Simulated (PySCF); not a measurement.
**C4H8N2Si2: electronic excitations**

What electronic excitations should C4H8N2Si2 (`CN[SiH2]C#C[SiH2]C#N`) show?

The runs use PySCF 2.14.0, with density-fitted response routines of our own; the level of theory stands in each step. All values are computed, except where a source is named. Atoms are numbered from 0 throughout.

### Step 1. Starting geometry

16 atoms, charge 0, multiplicity 1; geometry from: GFN2-xTB.

Bonds of the start (Å): C0–N1 1.44, N1–Si2 1.72, Si2–C3 1.85, C3–C4 1.21, C4–Si5 1.84, Si5–C6 1.87, C6–N7 1.15, C0–H8 1.09, C0–H9 1.10, C0–H10 1.09, N1–H11 1.01, Si2–H12 1.47, Si2–H13 1.47, Si5–H14 1.47, Si5–H15 1.47.

### Step 2. Excited states and response: CAM-B3LYP/def2-SVPD

Job settings and geometry (Å):

```
{"job": {"kind": "uv", "xc": "CAM-B3LYP", "basis": "def2-SVPD", "nstates": 8, "ntriplets": 3}, "charge": 0, "multiplicity": 1}
C     -3.415900     0.429016    -0.256813
N     -1.988428     0.257464    -0.146202
Si    -1.227393    -0.486649     1.202654
C      0.561017    -0.525116     0.714461
C      1.735708    -0.556448     0.424360
Si     3.515210    -0.614725    -0.055166
C      4.213924     1.053802     0.424226
N      4.647990     2.074232     0.711006
H     -3.910722    -0.427221     0.197473
H     -3.773208     1.335400     0.246267
H     -3.709233     0.481595    -1.307354
H     -1.484329     0.981030    -0.637344
H     -1.772617    -1.844336     1.305696
H     -1.330865     0.210640     2.497543
H      3.678846    -0.735665    -1.506598
H      4.252399    -1.624075     0.709347
```

Level: TDDFT CAM-B3LYP/def2-SVPD, vertical, gas phase, core orbitals frozen in the response.

The run is started by

```console
> OMP_NUM_THREADS=1 python probes_run.py task.json out
```

The driver reads the jobs from task.json and runs them one after another.

What will the session give for the following? lowest singlet (CAM-B3LYP/def2-SVPD); brightest single state of those computed; lowest triplet. Wanted: lowest singlet; brightest single state of those computed; lowest triplet.

As calculated:

| quantity | value |
| --- | --- |
| lowest singlet (CAM-B3LYP/def2-SVPD) | 5.56 eV (223 nm), f = 0.002 |
| brightest single state of those computed | state 5, 6.09 eV, f = 0.013 |
| lowest triplet | 4.69 eV |

**Reading.** The first singlet state (HOMO→LUMO 0.55, HOMO−1→LUMO 0.16) lies at 5.56 eV and is weak; of the 8 states computed, the strongest absorption comes from state 5 at 6.09 eV. The lowest triplet lies 0.88 eV below the lowest singlet (triplets in Tamm-Dancoff, singlets in full TDDFT).
